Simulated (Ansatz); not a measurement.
# Au (Fm-3m): equation of state with a fit, by script

Where is the equilibrium volume of Au (Fm-3m), and how stiff is it? Wanted for Au (Fm-3m): an equation of state with a fit.

The COD entry's cell or inner coordinates are ideal or old and differ from later refinements, so a difference from it is no clean test against experiment.

Program: Ansatz 0.2.0, driven from Python. Level of theory: DFT PBE, plane waves, PAW. These are calculated values, not measurements.

### 1 The system

Symmetry: Fm-3m, No. 225, cubic system. Conventional cell: a = 4.070 Å, b = 4.070 Å, c = 4.070 Å, α = 90.00°, β = 90.00°, γ = 90.00°. Au (site symmetry m-3m) has 12 Au at 2.88 Å as nearest neighbours.

The script holds or builds the structure itself.

### 2 The code

Input file eos_au.py:

```python
"""Bulk modulus of Au from an E(V) curve."""

import ansatz as az
import numpy as np
from scipy.optimize import curve_fit

VECTORS = np.array([
    [0.0, 2.035, 2.035],
    [2.035, 0.0, 2.035],
    [2.035, 2.035, 0.0],
])
SITES = [
    ("Au", (0.0, 0.0, 0.0)),
]


def build(cell):
    crystal = az.Crystal(lattice=az.Lattice.of(cell))
    for symbol, position in SITES:
        crystal = crystal.atom(symbol, position)
    return crystal

def vinet(v, e0, v0, b0, b1):
    eta = (v / v0) ** (1 / 3)
    return e0 + 2 * b0 * v0 / (b1 - 1) ** 2 * (2 - (5 + 3 * b1 * (eta - 1) - 3 * eta) * np.exp(-1.5 * (b1 - 1) * (eta - 1)))

# uniform scaling of the cell
volumes, energies, pressures = [], [], []
for scale in np.linspace(0.88, 1.12, 7):
    cell = VECTORS * scale ** (1 / 3)
    calculation = (
        build(cell).calculation()
        .functional("pbe")
        .occupations("fermi_dirac", width=0.05)
        .basis(500)
        .kpoints(10, 10, 10)
        .stress()
    )
    r = calculation.run().report
    volumes.append(abs(np.linalg.det(cell)) / len(SITES))
    energies.append(r["free_energy_ev"] / len(SITES))
    pressures.append(np.trace(r["stress_gpa"]) / 3)
    print(f"V = {volumes[-1]:8.4f} A^3/atom  F = {energies[-1]:.5f} eV/atom  P = {pressures[-1]:8.3f} GPa")

guess = (min(energies), volumes[int(np.argmin(energies))], 0.5, 4.5)
(e0, v0, b0, b1), _ = curve_fit(vinet, np.array(volumes), np.array(energies), p0=guess, maxfev=20000)
print(f"Vinet fit: V0 = {v0:.4f} A^3/atom, B0 = {160.21766 * b0:.1f} GPa, B1 = {b1:.2f}")
print("largest residual", round(1000 * float(np.abs(vinet(np.array(volumes), e0, v0, b0, b1) - energies).max()), 3), "meV/atom")
```

### 3 What the engine is handed

The engine receives this input (first run):

```yaml
crystal:
  lattice:
    - [0.0, 1.9501078818245532, 1.9501078818245532]
    - [1.9501078818245532, 0.0, 1.9501078818245532]
    - [1.9501078818245532, 1.9501078818245532, 0.0]
  atoms:
    - { symbol: Au, position: [0.0, 0.0, 0.0] }
basis:
  ecutwfc: 500.0
kpoints:
  mp_grid:
    grid: [10, 10, 10]
hamiltonian:
  xc: pbe
scf:
  occupations:
    method: fermi_dirac
    width: 0.05
output:
  stress: true
```

### 4 The run

Started as:

```console
$ python eos_au.py
```

**Question.** Estimate the equilibrium volume and the bulk modulus.

**Answer**, as computed:

| quantity | value |
| --- | --- |
| runs compared | 7 |
| range of energy | 377.86 meV/atom |
| lowest point, volume (Å³/atom) | 18.203 |
| equilibrium volume (fit) | 18.03 Å³/atom |
| bulk modulus (fit) | 138 GPa |

What this shows: A third-order Birch-Murnaghan fit through the 7 points (the script's own form differs a little) has its minimum at 18.03 Å³ an atom, 7.0 % above the typed cell, with a bulk modulus of 138 GPa and dB/dP = 5.7. From that minimum the energy rises by 378.5 meV an atom on the compressed side and 15.4 meV on the expanded side. The window is off centre, so dB/dP is rough. For a metal this k-point mesh is coarse: on a finer one energies can move by several to tens of meV an atom and pressures by half a GPa or more, differences at one mesh by less. Of the deposited cell: the entry's cell lengths or inner coordinates differ somewhat from later room-temperature determinations. Pressure is positive in compression. Spin-orbit coupling, which matters for elements this heavy, is left out. At these settings the cell as given stands under about 11 GPa, so it isn't at this functional's equilibrium volume.
